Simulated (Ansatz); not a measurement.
# C2H7BFN: basis-set convergence

The task here is to estimate one member of a computed series from the others.

Method: one geometry, several basis sets; program: Ansatz 0.2.0, Gaussian basis.

Plan: PBE0-D4/def2-SVP; ωB97M-V/def2-SVP; PBE0-D4/def2-QZVPP; ωB97M-V/def2-QZVPP; the functionals' def2-TZVPP values are taken from earlier runs.

## The relaxed structure

An earlier PBE0-D4 in a triple-zeta def2 set relaxation fixed the geometry.

12 atoms, charge 0, spin multiplicity 1.

Atoms are counted from 1 here; the program's logs count them from 0.

Bond lengths: B1–N2 1.390 Å, B1–H6 1.196 Å, B1–H7 1.195 Å, N2–C3 1.423 Å, N2–H8 1.010 Å, C3–C4 1.507 Å, C3–F5 1.394 Å, C3–H9 1.093 Å, C4–H10 1.090 Å, C4–H11 1.091 Å, C4–H12 1.093 Å. Angles: N2–B1–H6 118.6°, N2–B1–H7 118.9°, H6–B1–H7 122.5°, B1–N2–C3 126.0°, B1–N2–H8 120.3°, C3–N2–H8 113.6°, N2–C3–C4 113.3°, N2–C3–F5 109.3°, N2–C3–H9 107.9°, C4–C3–F5 107.7°, C4–C3–H9 112.0°, F5–C3–H9 106.6°, C3–C4–H10 110.2°, C3–C4–H11 110.1°, C3–C4–H12 110.2°, H10–C4–H11 109.0°, H10–C4–H12 108.4°, H11–C4–H12 108.9°.

Set-up of the first run:

in.yaml

```yaml
crystal:
  periodic: [false, false, false]
  atoms:
    - {symbol: B, position_ang: [-1.637674, -0.388811, 1.165483]}
    - {symbol: N, position_ang: [-0.826111, -0.316626, 0.039746]}
    - {symbol: C, position_ang: [0.260865, 0.581592, -0.151691]}
    - {symbol: C, position_ang: [1.489308, -0.082191, -0.717855]}
    - {symbol: F, position_ang: [-0.123810, 1.586296, -1.037566]}
    - {symbol: H, position_ang: [-1.407267, 0.340441, 2.085580]}
    - {symbol: H, position_ang: [-2.527980, -1.185830, 1.185009]}
    - {symbol: H, position_ang: [-0.999761, -0.917477, -0.753685]}
    - {symbol: H, position_ang: [0.464182, 1.070150, 0.804310]}
    - {symbol: H, position_ang: [2.272175, 0.657344, -0.887747]}
    - {symbol: H, position_ang: [1.859895, -0.839757, -0.025684]}
    - {symbol: H, position_ang: [1.253279, -0.560431, -1.671900]}
basis:
  gaussian: {orbitals: def2-SVP}
hamiltonian: {xc: pbe0, dispersion: d4}
output: {orbitals: {seedname: orbitals}}
```

Steps of the session up to this table: PBE0-D4 in def2-SVP; ωB97M-V in def2-SVP; PBE0-D4 in def2-QZVPP; ωB97M-V in def2-QZVPP.

One of the session's tables, all rows but one given; the rest of the session is left out.

It belongs to the step «Functionals by basis». 

| functional | basis | HOMO (eV) | LUMO (eV) |
| --- | --- | --- | --- |
| PBE0-D4 | def2-SVP | -8.66 | 0.07 |
| PBE0-D4 | def2-TZVPP | -8.73 | -0.18 |
| PBE0-D4 | def2-QZVPP | -8.75 | -0.25 |
| ωB97M-V | def2-SVP | -11.03 | 2.14 |
| ωB97M-V | def2-TZVPP | -11.11 | 1.65 |
| ωB97M-V | def2-QZVPP | ? | ? |

Estimate the missing values for ωB97M-V, def2-QZVPP.

As computed: HOMO (eV): -11.13; LUMO (eV): 1.38. In the column «HOMO (eV)» it is the lowest.
